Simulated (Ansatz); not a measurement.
Write a Python script for the Python package of Ansatz (0.2.0) that makes a comparison of norm-conserving and PAW potentials of Ba, space group P6/mmm. Use (first run): PBEsol, PAW, the default cutoff (420 eV here), 4×4×6 k-points, Fermi-Dirac smearing of 0.15 eV.

```cif
data_structure
_symmetry_space_group_name_H-M 'P 1'
_symmetry_Int_Tables_number 1
_cell_length_a 6.9961
_cell_length_b 6.9961
_cell_length_c 3.9094
_cell_angle_alpha 90.000
_cell_angle_beta 90.000
_cell_angle_gamma 120.000
_cell_volume 165.71
loop_
_atom_site_label
_atom_site_type_symbol
_atom_site_fract_x
_atom_site_fract_y
_atom_site_fract_z
_atom_site_occupancy
Ba1 Ba 0.33333 0.66667 0.50000 1
Ba2 Ba 0.66667 0.33333 0.50000 1
```

The script, `nc_paw_ba.py`:
```python
"""Two kinds of potentials on Ba."""

import ansatz as az
import numpy as np
from tabulate import tabulate

config = {
    "kmesh": (4, 4, 6),
    "smearing": "fermi_dirac",
    "smearing_width": 0.15,
    "mixing_beta": 0.6,
    "functional": "pbesol",
}


def count_gap(report):
    # lowest empty less highest filled band, counting bands; zero where they overlap
    return max(report.get("gap_by_band_count_ev") or 0.0, 0.0)

system = (
    az.Lattice.from_parameters(6.99606707, 6.99606707, 3.90939355, alpha=90, beta=90, gamma=120)
    .space_group(191)
    .atom("Ba", (1 / 3, 2 / 3, 0.5))
)

setup = (
    system.calculation()
    .kpoints(mesh=config["kmesh"], center="monkhorst-pack")
    .occupations(config["smearing"], width=config["smearing_width"])
    .mixing("msr1", ndim=4, beta=config["mixing_beta"])
    .functional(config["functional"])
    .stress()
    .forces()
    .band_table()
)
variants = {
    "PAW": setup.pseudopotentials("paw"),
    "norm-conserving": setup.pseudopotentials("nc"),
}
# totals differ by the cores that each treatment holds, so compare what does not depend on them
rows = []
for label, variant in variants.items():
    report = variant.run(threads=1, pin="off").report
    levels = np.array(report["eigenvalues_ev"][0]) - report["fermi_energy_ev"]
    print(label, "levels at the first k-point near E_F:", np.round(levels[np.abs(levels) < 5], 3))
    rows.append((label, report["n_electrons"], np.trace(report["stress_gpa"]) / 3, count_gap(report)))
print(tabulate(rows, headers=["treatment", "electrons in bands", "P GPa", "gap by band count eV"], floatfmt=".4f", tablefmt="pipe"))
```

```console
$ python nc_paw_ba.py
DeckWarning: basis.ecutwfc = 420 eV, auto-derived from the records' recommended cutoffs: set by Ba (normal level)
DeckWarning: crystal.symmetry: narrowed to the stabiliser of the k-point mesh — unitary ops 24 → 8; excluded 16 operations that carry a point of the 4×4×6 mesh (shift [0.5, 0.5, 0.5]) off the mesh (the run samples exactly the mesh kpoints.mp_grid names, as [...]
PAW levels at the first k-point near E_F: [-1.895  0.113  0.273  0.379  0.754  0.976  1.188  2.601  2.872  3.766
  3.899  4.037]
DeckWarning: basis.ecutwfc = 770 eV, auto-derived from the records' recommended cutoffs: set by Ba (normal level)
norm-conserving levels at the first k-point near E_F: [-1.897  0.112  0.273  0.38   0.755  0.975  1.187  2.605  2.876  3.769
  3.903  4.04 ]
| treatment       |   electrons in bands |   P GPa |   gap by band count eV |
|:----------------|---------------------:|--------:|-----------------------:|
| PAW             |              20.0000 | -0.1215 |                 0.0000 |
| norm-conserving |              20.0000 | -0.1209 |                 0.0000 |
```
(Warnings from the package without file and line, shortened.)

PAW gives -0.121 GPa and norm-conserving -0.121 GPa, 0.001 GPa apart. They took 4.3 and 10.4 s of processor time.

What to keep in mind:
- The settings weren't tested for convergence.
- The computed bands are complete only to about 3.1 eV above the Fermi level.
- For a metal this k-point mesh is coarse: on a finer one energies can move by several to tens of meV an atom and pressures by half a GPa or more, differences at one mesh by less.
- A Fermi-Dirac width this large means warm electrons, whose thermal share enters the free energy.
- A gap by band count of zero or less means overlapping bands, a metal.
- This isn't the structure that Ba takes at ambient conditions.
- Levels are Kohn-Sham eigenvalues on this mesh, without spin-orbit coupling.
- Stress is positive in compression.
- Timing: 16 s on 1 thread of AMD EPYC 7R13 Processor (Zen 3) (shared host), peak memory 0.58 GiB.

(A comment or docstring line of the script was reworded after the run, the code is as it ran; lines on the test bed's own set-up are left out of the output.)
